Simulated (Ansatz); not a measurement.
Relaxation of a periodic cell of 23 atoms, Si₈O₁₄F (host SiO2, host structure P4_12_12, dopant F, one O atom removed), cell charge +2, to a largest force component of 0.03 eV/Å in at most 60 steps.

The calculation used DFT PBE, scalar-relativistic, plane waves, PAW in Ansatz. Settings: PAW set soft_1, cutoff 420 eV, k mesh 2x2x2, gaussian smearing 0.05 eV, spin collinear.

```xyz
23
Lattice="-4.9709 -4.9709 0.0000 4.9709 -4.9709 0.0000 0.0000 0.0000 6.9278" Properties=species:S:1:pos:R:3
Si 1.519 -3.450 -0.018
Si 1.038 -0.934 1.691
Si -1.558 -6.453 3.477
Si 3.946 -4.025 5.171
O 1.215 -4.417 1.310
O -3.017 -6.279 2.932
O -1.161 -5.485 4.708
O 2.990 -3.709 6.466
F -1.320 -7.991 3.935
O -0.534 -6.202 2.241
O 1.298 -1.942 0.485
O 0.549 -3.802 5.666
Si -3.530 -3.533 0.022
Si 1.021 -5.928 1.752
Si -1.539 -1.479 3.443
Si -0.971 -3.992 5.245
O -3.807 -4.412 1.257
O 2.012 -6.263 2.961
O -1.992 -3.693 6.473
O -1.309 -3.059 3.956
O -0.534 -1.179 2.194
O 1.312 -6.970 0.484
O 0.534 -8.800 5.630
```

Q: Where does it end, and by what steps?

A: The run converged. Limits of this set-up: coarse k mesh, a small cell, in which the defect meets its images, charged cell in a uniform background, uncorrected. After 7 steps the energy has fallen by 2.239 eV; Si15 moved furthest, 0.29 Å.

```tsv
step	energy less start (eV)	largest force component (eV/Å)	accepted
0	0.0000	5.677	yes
1	-1.0718	3.812	yes
2	-2.1747	0.648	yes
3	-2.1624	0.815	no
4	-2.2300	0.114	yes
5	-2.2353	0.072	yes
6	-2.2377	0.036	yes
7	-2.2393	0.027	yes
```

```xyz
23
Lattice="-4.9709 -4.9709 0.0000 4.9709 -4.9709 0.0000 0.0000 0.0000 6.9278" Properties=species:S:1:pos:R:3
Si 1.513 -3.493 0.035
Si 0.960 -0.976 1.671
Si -1.595 -6.321 3.394
Si 4.060 -4.075 5.286
O 1.231 -4.387 1.361
O -3.139 -6.372 2.990
O -1.270 -5.501 4.718
O 3.086 -3.687 6.481
F -1.287 -7.982 3.932
O -0.621 -6.161 2.143
O 1.251 -1.931 0.399
O 0.638 -3.959 5.684
Si -3.419 -3.453 0.014
Si 0.933 -5.938 1.701
Si -1.593 -1.673 3.238
Si -0.921 -4.015 5.293
O -3.782 -4.396 1.284
O 1.832 -6.353 3.045
O -1.859 -3.643 6.550
O -1.166 -2.915 4.087
O -0.622 -1.076 2.146
O 1.293 -6.877 0.433
O 0.639 -8.810 5.598
```

Time of the run: 61 s on 2 threads of Intel(R) Xeon(R) Platinum 8488C (Sapphire Rapids) (shared host), peak memory 0.9 GiB.
